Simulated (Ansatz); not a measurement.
# Bi: the cost of one run

Method: DFT PBEsol, scalar-relativistic, in Ansatz 0.2.0.

## 1. The starting structure

Symmetry: R-3m, No. 166, trigonal system. The conventional cell has a = 4.546 Å, b = 4.546 Å, c = 11.862 Å, α = 90.00°, β = 90.00°, γ = 120.00°. Bi (site symmetry 3m) is surrounded by 6 Bi at 3.07 to 3.53 Å.

Structure file:

```
Bi
1.0
     2.27300    1.31232    3.95400
    -2.27300    1.31232    3.95400
     0.00000   -2.62463    3.95400
Bi
2
Direct
  0.23389 0.23389 0.23389
  0.76611 0.76611 0.76611
```

Atoms are numbered in the order of the input: Bi1, Bi2.

## 2. Volume × 0.96, LAPW

File input.yaml:

```yaml
crystal:
  lattice:
    - [2.2422797007, 1.2945807888, 3.9005610168]
    - [-2.2422797007, 1.2945807888, 3.9005610168]
    - [0.0, -2.5891615775, 3.9005610168]
  atoms:
    - { symbol: Bi, position: [0.23389, 0.23389, 0.23389] }
    - { symbol: Bi, position: [0.76611, 0.76611, 0.76611] }
kpoints:
  mp_grid: { grid: [10, 10, 10] }
  band_path:
    path:
      - [0.0, 0.0, 0.0]
      - [0.5, 0.5, 0.5]
      - [0.7598966753, 0.2401033247, 0.5]
      - [0.5, -0.2401033247, 0.2401033247]
      - [0.5, 0.0, 0.0]
      - [0.0, 0.0, 0.0]
      - [0.3700516624, -0.3700516624, 0.0]
      - [0.6299483376, 0.0, 0.3700516624]
      - [0.5, 0.0, 0.5]
    npoints: 5
scf:
  occupations: { method: fermi_dirac, width: 0.03 }
hamiltonian:
  xc: pbesol
  pseudopotentials: { kind: all_electron, lapw: { basis_error: 0.0005 } }
output:
  forces: true
  stress: true
  eigenvalues: true
```

Command:

```console
> ansatz run input.yaml --threads 1 --pin off --max-ram 3072MiB --backend cpu --events-out ev --progress --plain --runs-dir out
```

**Question.** How long does this run take on 1 thread of Arm Neoverse V2, shared host, and how much memory does it need?

About 62 s, with a peak of 0.6 GiB.
